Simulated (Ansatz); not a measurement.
# CH₈AlBGe: a ladder of functionals and wavefunction methods

The task here is to estimate one member of a computed series from the others.

The runs use Ansatz 0.2.0, Gaussian basis; functionals in def2-TZVPP, the program's frozen cores in correlated methods.

The runs, in order: PBE-D4, r2SCAN-D4, PBE0-D4, B3LYP-D4, ωB97X-V, ωB97M-V, B2PLYP; CCSD(T)/def2-TZVPP; MP2/def2-QZVPP; extrapolation to the limit.

### Structure used throughout

The geometry comes from an earlier relaxation with PBE0-D4 in a triple-zeta def2 set; it is a stationary point, not always the lowest conformer.

SMILES `[CH3][GeH2][BH][AlH2]`, 12 atoms, charge 0, spin multiplicity 1.

Atoms are counted from 1 here; the program's logs count them from 0.

Bond lengths: C1–Ge2 1.961 Å, C1–H5 1.091 Å, C1–H6 1.091 Å, C1–H7 1.091 Å, Ge2–B3 2.064 Å, Ge2–H8 1.546 Å, Ge2–H9 1.551 Å, B3–Al4 2.103 Å, B3–H10 1.201 Å, Al4–H11 1.594 Å, Al4–H12 1.593 Å. Angles: Ge2–C1–H5 109.9°, Ge2–C1–H6 110.4°, Ge2–C1–H7 110.3°, H5–C1–H6 109.0°, H5–C1–H7 108.6°, H6–C1–H7 108.6°, C1–Ge2–B3 115.1°, C1–Ge2–H8 108.9°, C1–Ge2–H9 108.9°, B3–Ge2–H8 113.3°, B3–Ge2–H9 104.2°, H8–Ge2–H9 105.9°, Ge2–B3–Al4 123.0°, Ge2–B3–H10 114.0°, Al4–B3–H10 122.9°, B3–Al4–H11 120.0°, B3–Al4–H12 121.5°, H11–Al4–H12 118.5°.

Set-up of the first run:

Input file in.yaml:

```yaml
crystal:
  periodic: [false, false, false]
  atoms:
    - {symbol: C, position_ang: [-0.425109, 2.312850, 0.051579]}
    - {symbol: Ge, position_ang: [-0.421781, 0.445657, 0.651867]}
    - {symbol: B, position_ang: [0.891300, -0.792587, -0.349297]}
    - {symbol: Al, position_ang: [0.525593, -2.840449, -0.658619]}
    - {symbol: H, position_ang: [0.586333, 2.718404, 0.095008]}
    - {symbol: H, position_ang: [-1.076127, 2.914510, 0.686721]}
    - {symbol: H, position_ang: [-0.783381, 2.379156, -0.976457]}
    - {symbol: H, position_ang: [-1.875489, -0.081340, 0.658310]}
    - {symbol: H, position_ang: [0.054248, 0.393622, 2.127198]}
    - {symbol: H, position_ang: [1.902072, -0.249082, -0.704975]}
    - {symbol: H, position_ang: [-0.203711, -3.327818, -1.989467]}
    - {symbol: H, position_ang: [0.902952, -3.928020, 0.442233]}
basis:
  gaussian: {orbitals: def2-TZVPP}
hamiltonian: {xc: pbe, dispersion: d4}
output: {forces: true, orbitals: {seedname: orbitals}}
```

The run is started by

```sh
$ ansatz run in.yaml --threads 4 --pin off --events-out ev --progress --plain --max-ram 10444MiB
```

Among the steps run: PBE-D4 (GGA); r2SCAN-D4 (meta-GGA); PBE0-D4 (hybrid); B3LYP-D4 (hybrid); ωB97X-V (range-separated); ωB97M-V (range-separated); B2PLYP (double hybrid); CCSD(T) in def2-TZVPP; MP2 in def2-QZVPP.

One of the session's tables, all rows but one given; the rest of the session is left out.

| method | atomisation energy (kJ/mol) |
| --- | --- |
| PBE-D4 | 3600.4 |
| r2SCAN-D4 | 3623.1 |
| PBE0-D4 | 3588.7 |
| B3LYP-D4 | 3601.7 |
| ωB97X-V | 3627.6 |
| ωB97M-V | 3599.4 |
| B2PLYP | 3559.9 |
| HF/def2-TZVPP | 2757.8 |
| MP2/def2-TZVPP | 3525.9 |
| CCSD/def2-TZVPP | 3507.8 |
| CCSD(T)/def2-TZVPP | 3541.7 |
| MP2/CBS | 3593.3 |
| CCSD(T)/CBS | ? |

Estimate the missing values for CCSD(T)/CBS.

As computed: atomisation energy (kJ/mol): 3609.2. In the column «atomisation energy (kJ/mol)» it lies between B3LYP-D4 (3601.7) and r2SCAN-D4 (3623.1).

To keep in mind: Free atoms (1 C, 1 Ge, 1 B, 1 Al, 8 H) were run apart at each level; the atomisation energy is their sum less the molecule, without zero-point or spin-orbit terms.
